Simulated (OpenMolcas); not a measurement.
# Mn²⁺ among point charges: CASSCF levels and susceptibility

How does a field of 6 point charges split the states of Mn²⁺, and what χT follows?

Program: OpenMolcas 26.06. Level of theory: state-averaged CASSCF, spin-orbit coupling by RASSI with atomic mean-field integrals. These are calculated values, not measurements, unless marked.

1 further run of the same task is left out (it didn't finish).

## (1) Starting point

* Species: Mn²⁺ (manganese, Z = 25, 23 electrons)
* Basis: ANO-RCC-VTZP [6s5p3d2f1g], 59 functions
* Scalar Hamiltonian: DKH2, point nucleus
* Inactive shells: 1s 2s 2p 3s 3p
* Active space: 5 electrons in 5 orbitals (3d)
* Some configurations of this space: 3d5
* Orbitals: optimised for each spin and parity, averaged over all roots

Outer shells as boxes (Hund's rule):

3d5
```
3d [↑ ][↑ ][↑ ][↑ ][↑ ]
```

The ion sits among 6 point charges of -2 e arranged as an octahedron (Oh), 1.93 Å from the ion. The active orbitals were held to one l.

The work runs as a chain of OpenMolcas steps in one folder; each step below is one input file. Labels, J, g values, rates, χT and fits are worked out afterwards by a script from the matrices that RASSI stores. The input lists half of the charges; inversion (Group=XYZ) makes the rest.

## (2) GATEWAY and SEWARD: basis and integrals

a.inp

```
&GATEWAY
Coord
1

Mn 0.0 0.0 0.0
Basis=ANO-RCC-VTZP
Group=XYZ
NoMove
AngMom=0.0 0.0 0.0
AMFI
XField
3 Angstrom 0
1.930000 0.000000 0.000000 -2.000000
0.000000 1.930000 0.000000 -2.000000
0.000000 0.000000 1.930000 -2.000000
&SEWARD
```

Run with:

```console
OMP_NUM_THREADS=1 MOLCAS_MEM=1689 MOLCAS_PROJECT=a pymolcas a.inp > a.log
```

## (3) CASSCF: sextets of even parity, 1 root

a.inp

```
&RASSCF
FileOrb=start.orb
Symmetry=1
Spin=6
nActEl=5 0 0
Inactive=3 6
Ras2=5 0
CIRoot=1 1 1
SDav=1
CIMx=300
Iter=120 100
PrWF=0.3
OrbListing=Nothing
MaxOrb=0
SupSym
1
15 4 5 6 7 8 12 13 14 15 16 17 18 19 20 21
0
>>> COPY $Project.JobIph JOB001
```

start.orb holds the contracted functions of the basis, ordered by shell, or the orbitals of the step before.

## (4) CASSCF: quartets of even parity, 24 roots

a.inp

```
&RASSCF
FileOrb=start.orb
Symmetry=1
Spin=4
nActEl=5 0 0
Inactive=3 6
Ras2=5 0
CIRoot=24 24 1
SDav=24
CIMx=300
Iter=120 100
PrWF=0.3
OrbListing=Nothing
MaxOrb=0
SupSym
1
15 4 5 6 7 8 12 13 14 15 16 17 18 19 20 21
0
>>> COPY $Project.JobIph JOB002
```

## (5) CASSCF: doublets of even parity, 75 roots

a.inp

```
&RASSCF
FileOrb=start.orb
Symmetry=1
Spin=2
nActEl=5 0 0
Inactive=3 6
Ras2=5 0
CIRoot=75 75 1
SDav=75
CIMx=300
Iter=120 100
PrWF=0.3
OrbListing=Nothing
MaxOrb=0
SupSym
1
15 4 5 6 7 8 12 13 14 15 16 17 18 19 20 21
0
>>> COPY $Project.JobIph JOB003
```

## (6) State interaction with spin-orbit coupling

a.inp

```
&RASSI
NrOfJobIphs=3 1 24 75
1
1 2 3 4 5 6 7 8 9 10 11 12 13 14 15 16 17 18 19 20 21 22 23 24
1 2 3 4 5 6 7 8 9 10 11 12 13 14 15 16 17 18 19 20 21 22 23 24 25 26 27
28 29 30 31 32 33 34 35 36 37 38 39 40 41 42 43 44 45 46 47 48 49 50 51
52 53 54 55 56 57 58 59 60 61 62 63 64 65 66 67 68 69 70 71 72 73 74 75
IphNames
JOB001
JOB002
JOB003
EJob
SpinOrbit
DIPRint=1.0
SOCoupling=1000.0
Subsets=2
Property=9
'ANGMOM' 1 'ANGMOM' 2 'ANGMOM' 3 'MLTPL  1' 1 'MLTPL  1' 2 'MLTPL  1' 3
'AMFI' 1 'AMFI' 2 'AMFI' 3
SOProperty=3
'ANGMOM' 1 'ANGMOM' 2 'ANGMOM' 3
```

Before running it: what results should come out? Wanted: spin-free ground state; lowest level; next level.

**Answer**, as computed:

| quantity | value |
| --- | --- |
| method | CASSCF |
| spin-free ground state | 6A1, 1-fold in its orbital part |
| lowest level | 6-fold |
| next level | 27051.0 cm⁻¹ |
| χT at 300 K | 4.39 cm³ K/mol |
| effective moment at 300 K | 5.92 μB |

What this shows: The spin-free ground state (6A1) comes to 100 % from free-ion S terms and keeps the highest spin of the shell. χT at 300 K is 4.39, against 4.39 cm³ K/mol for the spin alone, as a half-filled shell (L = 0) has no orbital moment. An active space of the d shell alone favours high spin; real ions in strong fields can be low spin. A ligand-field fit to the states below 45000 cm-1 gives 10Dq = 6531 cm-1, B = 1071 cm-1 and C = 4094 cm-1 (C/B = 3.82), with a deviation of 449 cm-1. The field of point charges can differ much from that of real complexes. With metal d orbitals alone active, the gaps between spin states are rough; where two lie within a few thousand cm-1, their order is open. Point charges carry no covalency, so the field is a model and not that of real ligands.
